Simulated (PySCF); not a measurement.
**[CoH3]-: doublet, from a PBE0 minimum start**

Aim: relax [CoH3]- as a doublet from a PBE0 minimum start, check by its vibrations whether the end is a minimum, and collect its spectrum and constants.

Method: PBE0, basis Co def2-TZVPD, H def2-TZVPD, no relativity, density fitting; program: PySCF 2.14.0.

### 1 Where the work starts

4 atoms, charge -1, spin multiplicity 2.

Bond lengths: Co1–H2 1.517 Å, Co1–H3 1.517 Å, Co1–H4 1.667 Å. Angles: H2–Co1–H3 68.4°, H2–Co1–H4 145.8°, H3–Co1–H4 145.8°.

```xyz
4
charge -1 multiplicity 2
Co   -0.0064   -0.0121    0.0000
H     1.3359    0.6944    0.0000
H    -0.1700    1.4959    0.0000
H    -0.7895   -1.4833    0.0000
```

### 2 The SCF at the typed geometry

One driver script runs all steps and calls PySCF; scf.py shows how it sets up the SCF of each step. The optimiser is the driver's own. After this first run the driver tries any further starts and a stability analysis.

scf.py reads:

```python
from pyscf import gto, scf, dft
mol = gto.M(atom='''
Co    -0.006429    -0.012079     0.000000
H      1.335851     0.694371    -0.000039
H     -0.170027     1.495908     0.000005
H     -0.789545    -1.483349     0.000023''',
    basis={'Co': 'def2-TZVPD', 'H': 'def2-TZVPD'},
    charge=-1, spin=1)
mf = dft.UKS(mol, xc='PBE0')
mf.grids.atom_grid = (50, 194)
aux = {'Co': 'def2-universal-JKFIT', 'H': 'def2-universal-JKFIT'}
mf = mf.density_fit(auxbasis=aux)
mf.conv_tol = 1e-08
mf.diis_space = 10
mf.max_cycle = 60
mf.init_guess = 'minao'
mf.verbose = 4
mf.kernel()
```

The run is started by

```console
OMP_NUM_THREADS=2 python axn.py task.json out
```

Standard output:

```text
init E= -1383.20006729798
[... the frontier-level lines of each cycle are left out ...]
cycle= 1 E= -1365.63967614541  delta_E= 17.6  |g|= 5.31  |ddm|= 18.9
cycle= 2 E= -1356.09238854885  delta_E= 9.55  |g|= 10.5  |ddm|= 20.5
cycle= 3 E= -1372.61128528197  delta_E= -16.5  |g|=  7.1  |ddm|= 7.06
cycle= 4 E= -1375.65707757209  delta_E= -3.05  |g|= 6.27  |ddm|= 4.53
cycle= 5 E= -1376.175651528  delta_E= -0.519  |g|= 6.03  |ddm|= 0.145
cycle= 6 E= -1382.53015014539  delta_E= -6.35  |g|=  2.6  |ddm|= 3.47
cycle= 7 E= -1383.14159536942  delta_E= -0.611  |g|= 2.14  |ddm|= 0.334
cycle= 8 E= -1382.88084585982  delta_E= 0.261  |g|= 2.42  |ddm|= 0.233
cycle= 9 E= -1382.99736285274  delta_E= -0.117  |g|= 2.28  |ddm|= 0.215
cycle= 10 E= -1383.2405677449  delta_E= -0.243  |g|= 2.04  |ddm|= 0.183
cycle= 11 E= -1383.27488481342  delta_E= -0.0343  |g|= 1.98  |ddm|= 0.167
cycle= 12 E= -1380.3906565935  delta_E= 2.88  |g|= 3.69  |ddm|= 6.64
cycle= 13 E= -1383.78256828537  delta_E= -3.39  |g|= 1.26  |ddm|= 6.51
cycle= 14 E= -1383.98829327009  delta_E= -0.206  |g|= 1.01  |ddm|= 1.97
cycle= 15 E= -1384.14749919156  delta_E= -0.159  |g|= 0.648  |ddm|= 0.721
cycle= 16 E= -1384.2461772299  delta_E= -0.0987  |g|= 0.289  |ddm|= 0.656
cycle= 17 E= -1384.27622091202  delta_E= -0.03  |g|= 0.0309  |ddm|= 0.461
cycle= 18 E= -1384.27720241442  delta_E= -0.000982  |g|= 0.0141  |ddm|= 0.0402
cycle= 19 E= -1384.27788053732  delta_E= -0.000678  |g|= 0.0107  |ddm|= 0.0349
cycle= 20 E= -1384.27869989603  delta_E= -0.000819  |g|= 0.00637  |ddm|= 0.0606
cycle= 21 E= -1384.27917508062  delta_E= -0.000475  |g|= 0.00308  |ddm|= 0.0696
cycle= 22 E= -1384.27920828317  delta_E= -3.32e-05  |g|= 0.00106  |ddm|= 0.0205
cycle= 23 E= -1384.27920914309  delta_E= -8.6e-07  |g|= 0.000434  |ddm|= 0.0028
cycle= 24 E= -1384.27920936767  delta_E= -2.25e-07  |g|= 0.000164  |ddm|= 0.000666
cycle= 25 E= -1384.27920955179  delta_E= -1.84e-07  |g|= 0.000105  |ddm|= 0.000951
cycle= 26 E= -1384.27920966806  delta_E= -1.16e-07  |g|= 6.46e-05  |ddm|= 0.001
cycle= 27 E= -1384.2792096882  delta_E= -2.01e-08  |g|= 1.12e-05  |ddm|= 0.000517
cycle= 28 E= -1384.2792096888  delta_E= -6.06e-10  |g|= 4.19e-06  |ddm|= 7.88e-05
Extra cycle  E= -1384.27920968887  delta_E= -6.23e-11  |g|= 4.22e-06  |ddm|= 1.25e-05
converged SCF energy = -1384.27920968887  <S^2> = 0.90939886  2S+1 = 2.1535077
```

This step, with its further starts and checks, ran for 8.9 s (2 threads of AMD EPYC 9R45 (Zen 5), shared host).

The starts that the driver tried:

| start | energy (Eh) |
| --- | --- |
| the minimal-basis guess | -1384.279210 |
| a thermally smeared density | -1384.279210 |
| a smeared PBE density | -1384.279210 |

The test of internal stability and the other starts found no lower solution of this spin.

### 3 Relaxation: PBE0 minimum start, doublet

The program finds C2v symmetry in the start, which this walk keeps. Threshold on the gradient: 0.0003 Eh/bohr, with a further test on the energy change.

Changes to scf.py since step 2:

```diff
@@ -3,4 +3,4 @@
-Co    -0.006429    -0.012079     0.000000
-H      1.335851     0.694371    -0.000039
-H     -0.170027     1.495908     0.000005
-H     -0.789545    -1.483349     0.000023''',
+Co    -0.006435    -0.012089     0.000000
+H      1.335846     0.694361    -0.000039
+H     -0.170032     1.495898     0.000005
+H     -0.789550    -1.483359     0.000023''',
@@ -16 +15,0 @@
-mf.init_guess = 'minao'
```

The optimiser's trace:

| step | energy (Eh) | change (kJ/mol) | largest symmetric gradient (Eh/bohr) |
| --- | --- | --- | --- |
| 0 | -1384.279210 | 0.00 | 0.00007 |

The walk took 0.6 s.

Geometry (Å) and forces (eV/Å) at some steps:

```
step 0
Co  -0.006  -0.012   0.000  -0.005   0.003   0.000
H    1.336   0.694   0.000   0.004   0.001   0.000
H   -0.170   1.496   0.000   0.004  -0.001   0.000
H   -0.790  -1.483   0.000  -0.003  -0.003   0.000
```

It settles in C2v symmetry, 0.0 kJ/mol below the start, after 0 steps: Co–H 1.517 Å (×2), Co–H 1.667 Å; H–Co–H 68.4°, H–Co–H 145.8° (×2).

### 4 Hessian and properties

On the finer grid the gradient is checked again; gradients at displacements of ±0.02 bohr then give force constants and infrared intensities.

Changes to scf.py since step 3:

```diff
@@ -3,4 +3,4 @@
-Co    -0.006435    -0.012089     0.000000
-H      1.335846     0.694361    -0.000039
-H     -0.170032     1.495898     0.000005
-H     -0.789550    -1.483359     0.000023''',
+Co    -0.006431    -0.012082     0.000000
+H      1.335856     0.694453    -0.000039
+H     -0.169961     1.495957     0.000005
+H     -0.789635    -1.483518     0.000023''',
@@ -10 +10 @@
-mf.grids.atom_grid = (50, 194)
+mf.grids.atom_grid = (75, 302)
@@ -13 +13 @@
-mf.conv_tol = 1e-08
+mf.conv_tol = 1e-10
```

The driver hands on the density of the step before, so the log starts near convergence.

SCF at the final geometry:

```text
init E= -1384.27911378683
[... the frontier-level lines of each cycle are left out ...]
cycle= 1 E= -1384.27911378683  delta_E= 5e-12  |g|= 8.6e-06  |ddm|= 6.32e-06
Extra cycle  E= -1384.27911378655  delta_E= 2.8e-10  |g|= 3.75e-05  |ddm|= 2.2e-05
converged SCF energy = -1384.27911378655  <S^2> = 0.90942442  2S+1 = 2.1535314
```

The whole step took 24 s.

Geometry: C2v; Co–H 1.517 Å (×2), Co–H 1.667 Å; H–Co–H 68.4°, H–Co–H 145.8° (×2).

Harmonic modes (main isotopes):

| symmetry | ω (cm⁻¹) | IR (km/mol) | type |
| --- | --- | --- | --- |
| b2 | 182 | 149 | bend |
| b1 | 416 | 321 | bend |
| a1 | 543 | 20.1 | bend |
| a1 | 1443 | 293 | stretch |
| a1 | 1655 | 239 | stretch |
| b2 | 1703 | 52.0 | stretch |

Every mode is real; the point is a minimum.

Constants and moments:

- Dipole moment about the centre of mass: 0.87 D
- Highest occupied level: 0.14 eV
- Lowest empty level: 3.43 eV
- Rotational constants: 11.5, 2.828, 2.27 cm⁻¹
- Zero-point energy: 35.5 kJ/mol
- Principal polarisabilities: 60.9, 65.0, 95.0 bohr³
- Principal traceless quadrupole moments about the centre of mass: -10.27, 2.43, 7.84 D Å
- Entropy at 298.15 K and 1 bar (electronic part: spin only): 242.1 J/(mol K)
- Heat capacity Cp at 298.15 K: 52.6 J/(mol K)
- Enthalpy at 298.15 K above 0 K: 12.78 kJ/mol
- Rotational symmetry number: 2
- Spin squared ⟨S²⟩: 0.909

Populations by atom (charges in e):

```json
{"atom": "Co1", "Mulliken": "-0.95", "Löwdin": "-0.39", "polar tensor": "-0.08", "spin (Mulliken)": "1.40", "Mayer order to Co1": "–"}
{"atom": "H2,3", "Mulliken": "-0.01", "Löwdin": "-0.18", "polar tensor": "-0.24", "spin (Mulliken)": "-0.19", "Mayer order to Co1": "0.88"}
{"atom": "H4", "Mulliken": "-0.04", "Löwdin": "-0.25", "polar tensor": "-0.44", "spin (Mulliken)": "-0.02", "Mayer order to Co1": "0.86"}
```

Mulliken populations on Co1: s 7.29, p 12.75, d 7.91, f 0.00.

### 5 Summary of results

```
                                          quantity                                                              value
                                           minimum                                                       doublet, C2v
                                          geometry  Co–H 1.517 Å (×2), Co–H 1.667 Å; H–Co–H 68.4°, H–Co–H 145.8° (×2)
                                wavenumbers (cm⁻¹)      182 (b2), 416 (b1), 543 (a1), 1443 (a1), 1655 (a1), 1703 (b2)
                    dipole moment (centre of mass)                                                             0.87 D
highest occupied, lowest empty level (either spin)                                                      0.14, 3.43 eV
                        polar-tensor charge of Co1                                                            -0.08 e
                                 zero-point energy                                                        35.5 kJ/mol
                               entropy at 298.15 K                                                    242.1 J/(mol K)
                                              ⟨S²⟩                                                              0.909
```

What this shows: The PBE0 minimum start keeps its C2v symmetry and ends in a minimum. The strongest infrared band lies at 416 cm⁻¹ (b1, bend). Most of the spin sits on Co1 (Mulliken spin 1.40, against 1 for the whole molecule). Other starts or spin states, not run here, may lie lower. The highest occupied level lies above zero: either self-interaction error lifts it or the extra electron is not bound, and the basis holds it in place. Open d and f shells are described by one determinant, and the ground state may have another occupation or spin.

The search up to here took 34 s.
